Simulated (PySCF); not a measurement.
The system is NGeFH2, in a box.

```
N Ge F H
1.0
    12.00000    0.00000    0.00000
     0.00000   12.00000    0.00000
     0.00000    0.00000   12.00000
N Ge F H
1 1 1 2
Direct
  0.44802 0.54119 0.48334
  0.52400 0.48679 0.60183
  0.62102 0.41190 0.52002
  0.38115 0.59160 0.48951
  0.46912 0.52350 0.40384
```

Program: PySCF 2.14.0. Alike in all runs: task atomic charges; potentials or basis 6-31g* (all-electron); no spin polarisation; cell as given; k mesh 1 × 1 × 1; smearing fixed.

**Question.** Order these runs on this cell by their band gap on the k mesh, lowest first.
A. level HSE06+D4; three-body dispersion term yes
B. level M06-2X
C. level wB97X

**Answer.** A (5.48 eV), B (8.27 eV), C (10.71 eV).

Caveats: this is a molecule in a periodic box at the Γ point, so its band gap is the HOMO-LUMO gap; relativity is left out, which matters for the heavier elements; the basis of atomic orbitals isn't converged, which shifts pressures, moduli and gaps; this program's HSE differs a little from the usual definition (some runs).

Runs at the PBE level aren't shown here.
